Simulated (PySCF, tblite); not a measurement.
# C7H11FSi: geometry, infrared bands, NMR shifts and electronic excitations, part 2 of 2

tblite 0.8.0 and PySCF 2.14.0. Atoms count from 0.

## 6. Ultraviolet spectrum: B3LYP/def2-SVPD

The job: settings as JSON, then the geometry in Å.

```
{"job": {"kind": "uv", "xc": "B3LYP", "basis": "def2-SVPD", "ip": true}, "charge": 0, "multiplicity": 1}
C      2.349155    -2.002222    -0.191599
C      2.210285    -0.810871    -0.022519
C      1.996493     0.616471     0.186743
C      0.546962     1.066323    -0.079861
C      0.155582     0.907566    -1.546260
Si    -0.675650     0.186332     1.066379
C     -1.796629    -1.196707     0.503646
C     -2.504350     0.144325     0.656632
F     -3.479953     0.211805     1.610708
H      2.479228    -3.058823    -0.334999
H      2.681169     1.184223    -0.469306
H      2.288792     0.869935     1.220573
H      0.492085     2.136639     0.189595
H      0.205094    -0.147723    -1.857153
H     -0.865389     1.271281    -1.738391
H      0.837117     1.478385    -2.198128
H     -0.297185     0.153196     2.502682
H     -1.773483    -1.662253    -0.488022
H     -2.038104    -1.911388     1.300635
H     -2.848646     0.592989    -0.286512
```

With the program's defaults for keys left out, this is: TDDFT B3LYP/def2-SVPD, vertical, gas phase, core orbitals frozen in the response.

What it wrote:

```text
coarse grid: 17136 points
cycle   1  E = -662.0631854817  dE =  8.881e-01  |g| = 6.138e-01  |ddm| = 1.017e+01
cycle   2  E = -662.0088346599  dE =  5.435e-02  |g| = 8.070e-01  |ddm| = 2.679e+00
cycle   3  E = -662.1527493989  dE = -1.439e-01  |g| = 9.286e-02  |ddm| = 1.141e+00
cycle   4  E = -662.1540375868  dE = -1.288e-03  |g| = 4.520e-02  |ddm| = 1.850e-01
cycle   5  E = -662.1544118183  dE = -3.742e-04  |g| = 2.198e-02  |ddm| = 8.001e-02
cycle   6  E = -662.1545223270  dE = -1.105e-04  |g| = 7.192e-03  |ddm| = 3.763e-02
cycle   7  E = -662.1545346050  dE = -1.228e-05  |g| = 1.531e-03  |ddm| = 1.336e-02
cycle   8  E = -662.1545352136  dE = -6.087e-07  |g| = 2.608e-04  |ddm| = 3.087e-03
final grid: 161080 points
cycle   9  E = -662.2611504884  dE = -5.522e-05  |g| = 6.075e-03  |ddm| = 1.764e-01
cycle  10  E = -662.2611413123  dE =  9.176e-06  |g| = 8.994e-03  |ddm| = 2.009e-02
cycle  11  E = -662.2611590444  dE = -1.773e-05  |g| = 1.293e-03  |ddm| = 1.030e-02
cycle  12  E = -662.2611593860  dE = -3.416e-07  |g| = 4.653e-04  |ddm| = 2.180e-03
cycle  13  E = -662.2611594335  dE = -4.753e-08  |g| = 1.964e-04  |ddm| = 8.196e-04
cycle  14  E = -662.2611594423  dE = -8.797e-09  |g| = 3.523e-05  |ddm| = 2.687e-04
cycle  15  E = -662.2611594426  dE = -2.790e-10  |g| = 1.078e-05  |ddm| = 8.917e-05
converged SCF energy = -662.2611594426

Static polarisability (au): isotropic 108.211, principal 95.102 110.625 118.905

Singlet excitations
state   eV       nm        f      main configurations
  1   5.8400    212.3   0.00224   H->L+1 0.57, H->L 0.31
  2   5.9594    208.0   0.05677   H->L 0.54, H->L+2 0.33, H->L+1 0.10
  3   6.0963    203.4   0.06499   H->L+2 0.48, H->L+1 0.31, H->L 0.10
  4   6.3652    194.8   0.00252   H->L+3 0.60, H-2->L 0.11
  5   6.4009    193.7   0.00115   H-2->L 0.29, H->L+3 0.19, H-1->L+1 0.18
  6   6.5358    189.7   0.00614   H-1->L+1 0.31, H-2->L 0.27, H-2->L+3 0.10
  7   6.5656    188.8   0.00348   H-1->L 0.35, H-2->L+1 0.21, H-1->L+1 0.10
  8   6.6166    187.4   0.03279   H->L+5 0.41, H->L+4 0.35, H->L+3 0.15
  9   6.7938    182.5   0.00929   H->L+4 0.41, H->L+5 0.34
 10   6.8922    179.9   0.00513   H-1->L 0.30, H-1->L+3 0.14, H->L+5 0.08

Triplet excitations (Tamm-Dancoff, eV): 5.0460 5.3163 5.5407 5.7484
Vertical ionisation energy (delta-SCF) = 8.6823 eV
```

Run time: 16 min. Hardware: 1 thread of Arm Neoverse N1, shared host; peak memory 1.2 GiB.

The orbitals next to the gap, with their largest atomic shares:

| orbital | eV | atoms |
| --- | --- | --- |
| HOMO−3 | -8.00 | C1 21 %, C0 21 %, C6 16 % |
| HOMO−2 | -7.74 | C0 40 %, C1 38 %, C2 7 % |
| HOMO−1 | -7.57 | C0 21 %, C1 19 %, C6 15 % |
| HOMO | -6.57 | C7 26 %, Si5 26 %, C6 19 % |
| LUMO | 0.00 | C0 13 %, C2 12 %, C1 12 % |
| LUMO+1 | 0.10 | Si5 18 %, C0 10 %, C1 9 % |
| LUMO+2 | 0.47 | C7 19 %, H19 14 %, Si5 11 % |

With each of the 10 states as a Gaussian band of 0.4 eV half-width at 1/e, the curve within the window shown has maxima at 204 nm (ε 5,200) L/(mol cm). Beyond the last state computed it falls off for lack of states. The curve at chosen wavelengths:

(nm, ε (L/mol/cm)): (172, 458), (175, 861), (177, 1199), (180, 1753), (182, 2115), (185, 2601), (187, 2889), (190, 3310), (192, 3617), (195, 4136), (198, 4667), (200, 4962), (203, 5204), (205, 5183), (208, 4860), (210, 4474), (213, 3726), (216, 2901), (218, 2369), (221, 1663), (223, 1273), (226, 816), (228, 590), (231, 349), (233, 241), (236, 133)

Leading natural transition orbitals of singlet state 3: the hole lies on C7 27 %; Si5 25 %; C6 14 %; the particle on H19 17 %; H16 13 %; Si5 10 %.

Leading natural transition orbitals of singlet state 1: the hole lies on C7 26 %; Si5 26 %; C6 16 %; the particle on H12 17 %; H11, H16 about 12 % each; C0, C1 about 7 % each.

Ground-state properties from the same run:

| property | computed |
| --- | --- |
| dipole moment (D) | 2.70 |
| polarisability (Å³) | 16.04 |
| HOMO–LUMO gap (eV) | 6.57 |
| −ε(HOMO) (eV) | 6.57 |

## 7. NMR shieldings: wB97X-D/pcSseg-1

Same as in step 6 but for these lines:

```diff
@@ -1,2 +1,2 @@
-{"job": {"kind": "uv", "xc": "B3LYP", "basis": "def2-SVPD", "ip": true}, "charge": 0, "multiplicity": 1}
+{"job": {"kind": "nmr", "xc": "wB97X-D", "basis": "pcSseg-1", "pop": false}, "charge": 0, "multiplicity": 1}
 C      2.349155    -2.002222    -0.191599
```

Method: GIAO wB97X-D/pcSseg-1 NMR shielding, non-relativistic, gas phase.

What it wrote:

```text
coarse grid: 17136 points
cycle   1  E = -662.2657235703  dE =  1.273e+00  |g| = 5.585e-01  |ddm| = 4.065e+00
cycle   2  E = -662.2874106346  dE = -2.169e-02  |g| = 5.517e-01  |ddm| = 8.701e-01
cycle   3  E = -662.3333793134  dE = -4.597e-02  |g| = 6.765e-02  |ddm| = 3.517e-01
cycle   4  E = -662.3341121815  dE = -7.329e-04  |g| = 3.225e-02  |ddm| = 7.541e-02
cycle   5  E = -662.3343441420  dE = -2.320e-04  |g| = 1.024e-02  |ddm| = 3.412e-02
cycle   6  E = -662.3343669632  dE = -2.282e-05  |g| = 3.889e-03  |ddm| = 1.054e-02
cycle   7  E = -662.3343706013  dE = -3.638e-06  |g| = 8.036e-04  |ddm| = 3.692e-03
final grid: 161080 points
cycle   8  E = -662.4047651615  dE = -2.612e-04  |g| = 7.802e-03  |ddm| = 6.289e-02
cycle   9  E = -662.4047678249  dE = -2.663e-06  |g| = 7.943e-03  |ddm| = 1.230e-02
cycle  10  E = -662.4047775126  dE = -9.688e-06  |g| = 8.186e-04  |ddm| = 4.612e-03
cycle  11  E = -662.4047776468  dE = -1.341e-07  |g| = 3.907e-04  |ddm| = 1.265e-03
cycle  12  E = -662.4047776828  dE = -3.607e-08  |g| = 7.518e-05  |ddm| = 4.611e-04
cycle  13  E = -662.4047776849  dE = -2.075e-09  |g| = 2.421e-05  |ddm| = 1.617e-04
cycle  14  E = -662.4047776852  dE = -2.567e-10  |g| = 1.553e-05  |ddm| = 7.047e-05
converged SCF energy = -662.4047776852

GIAO shielding tensors (ppm)
atom      isotropic    diamagn.    paramagn.     s11        s22        s33       span
  0 C      105.238     260.230    -154.992     29.327     34.569    251.816    222.489
  1 C       99.196     266.374    -167.179     -1.852      6.130    293.308    295.160
  2 C      160.501     248.138     -87.637    148.980    157.727    174.796     25.816
  3 C      169.599     253.307     -83.708    158.579    170.447    179.770     21.191
  4 C      168.979     248.381     -79.402    153.988    167.620    185.328     31.340
  5 Si     446.561     882.738    -436.177    325.392    354.412    659.880    334.489
  6 C      180.217     258.217     -78.000    147.763    185.568    207.320     59.557
  7 C      112.264     257.928    -145.664     48.939     83.802    204.051    155.112
  8 F      431.713     469.272     -37.559    377.749    425.167    492.223    114.474
  9 H       29.342      33.617      -4.275     23.770     24.688     39.569     15.800
 10 H       29.176      27.585       1.592     23.793     27.788     35.949     12.155
 11 H       29.020      28.428       0.592     24.411     27.487     35.163     10.752
 12 H       30.279      32.368      -2.089     26.396     27.801     36.641     10.245
 13 H       30.200      32.294      -2.094     27.237     29.010     34.352      7.115
 14 H       30.841      31.586      -0.745     25.077     30.446     37.002     11.925
 15 H       30.527      30.089       0.439     25.779     27.370     38.433     12.653
 16 H       27.872      29.674      -1.802     22.652     25.879     35.085     12.432
 17 H       30.119      32.864      -2.745     25.506     27.528     37.323     11.817
 18 H       30.399      30.852      -0.454     26.321     26.654     38.221     11.900
 19 H       26.572      32.435      -5.863     21.914     27.398     30.405      8.491
```

It took 94 s on 1 thread of Arm Neoverse N1, shared host; peak memory 1.2 GiB.

Key values: δ C1 85.3, C0 79.3, C7 72.3, C2 24.0, H19 4.81, H16 3.51 ppm.

## 8. Side by side: NMR shifts

Shifts (ppm) of some atoms, chosen among heavy atoms and hydrogens apart, with basis size and wall time:

| run | C7 | C2 | C3 | H11 | H12 | Si5 | F8 | functions | time |
| --- | --- | --- | --- | --- | --- | --- | --- | --- | --- |
| PBE0/pcSseg-1 | 73.1 | 24.9 | 16.1 | 2.48 | 1.23 | -95.6 | -249.3 | 215 | 96 s |
| wB97X-D/pcSseg-1 | 72.3 | 24.0 | 14.9 | 2.36 | 1.10 | -93.6 | -244.6 | 215 | 94 s |

## 9. Outcome

The summary covers parts 1 to 2.

| quantity | value |
| --- | --- |
| strongest single infrared mode (GFN2-xTB) | 2343 cm⁻¹, 284 km/mol |
| zero-point energy (GFN2-xTB) | 97.3 kcal/mol |
| point group | C1 |
| rotational constants (main isotopes) | 2.50, 0.75, 0.69 GHz |
| 13C shifts against TMS (PBE0/pcSseg-1) | 85.2, 78.5, 73.1, 24.9, 16.1, 15.5, 4.6 ppm |
| 1H shifts against TMS (PBE0/pcSseg-1, means over atoms taken as alike) | 4.88, 3.47, 2.48, 2.31, 1.99, 1.34, 1.23, 1.01, 0.86 ppm |
| 29Si shifts against TMS (PBE0/pcSseg-1) | -95.6 ppm |
| 19F shifts against CFCl3 (PBE0/pcSseg-1) | -249.3 ppm |
| surface potential, 1st and 99th percentile | -1.19 V and 1.35 V |
| lowest singlet (B3LYP/def2-SVPD) | 5.84 eV (212 nm), f = 0.002 |
| brightest single state of those computed | state 3, 6.10 eV, f = 0.065 |
| lowest triplet | 5.05 eV |
| vertical ionisation energy (ΔSCF) | 8.68 eV |
| range of the shift of F8 | -249.3 to -244.6 ppm |

**Reading.** The optimisation took 89 steps and gained 0.649 eV; among the close pairs (by a distance rule), Si5–C7 changed most, from 1.836 to 1.898 Å (GFN2-xTB). All 54 modes are real, so the xTB geometry is a minimum. The strongest single mode, at 2343 cm⁻¹, moves mainly H16. GFN2-xTB is a fitted tight-binding method: band positions and strengths are rough. Its intensities can rank the bands wrongly. The optimisation took 12 steps and gained 0.256 eV; among the close pairs (by a distance rule), C2–C3 changed most, from 1.485 to 1.541 Å (PBE0/def2-SVP). No frequency check was run at this level, so the end point may be a saddle. H19 (hydrogen on a three-membered-ring carbon bearing a halogen) lies farthest downfield among hydrogen, at 4.88 ppm; its carbon carries F, which withdraws density. At PBE0/pcSseg-1: The widest tensor belongs to Si5: span 335 ppm, with a paramagnetic part of -435 ppm. The lowest singlet, at 5.84 eV, is HOMO→LUMO+1 0.57, HOMO→LUMO 0.31 and is weak; of the 10 states computed, the strongest absorption comes from state 3 at 6.10 eV. The lowest triplet lies 0.79 eV below the lowest singlet (triplets in Tamm-Dancoff, singlets in full TDDFT). The orbital energy would give 6.57 eV for ionisation, ΔSCF gives 8.68 eV. In ppm, F8 moves most: its shift spreads over 4.8 ppm, from -249.3 (PBE0/pcSseg-1) to -244.6 (wB97X-D/pcSseg-1).
